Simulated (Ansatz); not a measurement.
## Y₂H₂C, space group P-3m1: a breakdown of dispersion, smearing and cutoff terms, step by step

With the Ansatz DFT code, driven from Python.

Notebook, run cell by cell (the value of a cell's last expression is shown):

In [1]:
```python
import warnings

import ansatz as az
```

In [2]:
```python
warnings.simplefilter("ignore", az.DeckWarning)
```

In [3]:
```python
y2h2c = (
    az.Lattice.from_parameters(3.6556, 3.6556, 5.9973, alpha=90.0, beta=90.0, gamma=120.0)
    .atom("Y", (1 / 3, 2 / 3, 0.2265))
    .atom("Y", (2 / 3, 1 / 3, 0.7735))
    .atom("H", (1 / 3, 2 / 3, 0.607))
    .atom("H", (2 / 3, 1 / 3, 0.393))
    .atom("C", (0.0, 0.0, 0.0))
)

job = (
    y2h2c.calculation()
    .kpoints(density=2.7)
    .occupations("methfessel_paxton", width=0.15)
    .mixing("msr1", preconditioner="resta")
    .eigensolver("davidson", full_accuracy=True)
    .scf(algorithm="density_mixing")
)
with_term = job.functional("pbesol", dispersion="d3bj").basis(420).cutoff_correction(570).run().report
without = job.functional("pbesol").basis(420).run().report
finer = job.functional("pbesol").basis(570).run().report
removed = az.free_energy_without(with_term, az.EnergyTerm.DISPERSION)
print(f"dispersion term            {with_term['components']['e_disp']:.5f} eV")
print(f"F less dispersion          {removed:.5f} eV, run without it {without['free_energy_ev']:.5f} eV")
print(f"F less smearing term       {az.free_energy_without(without, az.EnergyTerm.SMEARING):.5f} eV")
print(f"estimated gain to 570 eV   {with_term['cutoff_correction']['energy_ev']:.5f} eV, found {finer['free_energy_ev'] - without['free_energy_ev']:.5f} eV")
```
```text
dispersion term            -1.09241 eV
F less dispersion          -7871.02270 eV, run without it -7871.02270 eV
F less smearing term       -7871.02688 eV
estimated gain to 570 eV   -0.00568 eV, found -0.00573 eV
```

What to keep in mind:
- The settings weren't tested for convergence.
- No spin polarisation was allowed.
- Dispersion corrections can be off by several per cent in the lattices of metals, and by several GPa in the pressure at a fixed cell.
- The mesh is modest for a metal, so energies can be off by several to tens of meV an atom and pressures by half a GPa or more; differences at equal mesh fare better.
- The starting cell is as deposited in a crystallographic database; the results hold for this polymorph, which needn't be the stable one.
- It ran for 3.2 s on 1 thread of AMD EPYC 9R45 96-Core Processor (Zen 5), with other jobs on the host, peak memory 0.42 GiB.

(Lines on the test bed's own set-up are left out of the output.)
